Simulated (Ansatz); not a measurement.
# CH9AlSSi2: the cost of one run

Program: Ansatz 0.2.0, Gaussian basis. Level of theory: functionals in def2-TZVPP, the program's frozen cores in correlated methods. These are calculated values, not measurements.

Levels to be run: PBE-D4, r2SCAN-D4, PBE0-D4, B3LYP-D4, ωB97X-V, ωB97M-V, B2PLYP; CCSD(T)/def2-TZVPP; MP2/def2-QZVPP; extrapolation to the limit.

### Step 1. The geometry

All runs share one geometry, relaxed beforehand with PBE0-D4 in a triple-zeta def2 set.

14 atoms, charge 0, spin multiplicity 1.

Atoms are counted from 1 here; the program's logs count them from 0.

Bond lengths: Al1–Si2 2.461 Å, Al1–H6 1.590 Å, Al1–H7 1.600 Å, Si2–C3 1.930 Å, Si2–H8 1.494 Å, Si2–H9 1.493 Å, C3–S4 1.835 Å, C3–H10 1.092 Å, C3–H11 1.090 Å, S4–Si5 2.158 Å, Si5–H12 1.481 Å, Si5–H13 1.481 Å, Si5–H14 1.484 Å. Angles: Si2–Al1–H6 124.2°, Si2–Al1–H7 114.7°, H6–Al1–H7 119.6°, Al1–Si2–C3 87.7°, Al1–Si2–H8 117.2°, Al1–Si2–H9 126.8°, C3–Si2–H8 106.3°, C3–Si2–H9 108.5°, H8–Si2–H9 106.5°, Si2–C3–S4 101.4°, Si2–C3–H10 109.4°, Si2–C3–H11 118.4°, S4–C3–H10 108.9°, S4–C3–H11 109.1°, H10–C3–H11 109.2°, C3–S4–Si5 102.7°, S4–Si5–H12 105.7°, S4–Si5–H13 108.3° and more.

As a file:

```tsv
atom	x (Å)	y (Å)	z (Å)
Al1	-1.0835	0.4480	1.5961
Si2	-1.5392	1.4340	-0.6128
C3	-0.1779	0.2677	-1.3288
S4	-0.2717	-1.1522	-0.1698
Si5	1.7981	-1.4805	0.3444
H6	-2.1731	-0.2926	2.4860
H7	0.3056	0.8925	2.2533
H8	-2.8169	1.0465	-1.2827
H9	-1.2409	2.8310	-1.0465
H10	0.7995	0.7435	-1.2258
H11	-0.2924	-0.0978	-2.3491
H12	1.7790	-2.3174	1.5656
H13	2.4346	-0.1635	0.5742
H14	2.4659	-2.1888	-0.7754
```

### Step 2. PBE-D4 (GGA)

Contents of in.yaml:

```yaml
crystal:
  periodic: [false, false, false]
  atoms:
    - {symbol: Al, position_ang: [-1.083485, 0.448028, 1.596058]}
    - {symbol: Si, position_ang: [-1.539216, 1.434020, -0.612785]}
    - {symbol: C, position_ang: [-0.177877, 0.267657, -1.328804]}
    - {symbol: S, position_ang: [-0.271722, -1.152165, -0.169753]}
    - {symbol: Si, position_ang: [1.798069, -1.480460, 0.344402]}
    - {symbol: H, position_ang: [-2.173072, -0.292551, 2.486022]}
    - {symbol: H, position_ang: [0.305554, 0.892533, 2.253342]}
    - {symbol: H, position_ang: [-2.816860, 1.046533, -1.282702]}
    - {symbol: H, position_ang: [-1.240895, 2.830961, -1.046506]}
    - {symbol: H, position_ang: [0.799453, 0.743527, -1.225791]}
    - {symbol: H, position_ang: [-0.292396, -0.097756, -2.349063]}
    - {symbol: H, position_ang: [1.778982, -2.317398, 1.565565]}
    - {symbol: H, position_ang: [2.434596, -0.163459, 0.574206]}
    - {symbol: H, position_ang: [2.465868, -2.188771, -0.775391]}
basis:
  gaussian: {orbitals: def2-TZVPP}
hamiltonian: {xc: pbe, dispersion: d4}
output: {forces: true, orbitals: {seedname: orbitals}}
```

On the command line:

```sh
$ ansatz run in.yaml --threads 4 --pin off --events-out ev --progress --plain --max-ram 10444MiB
```

What time and memory should one allow on 4 threads of Arm Neoverse V1, shared host?

About 4.8 s, with a peak of 0.6 GiB.
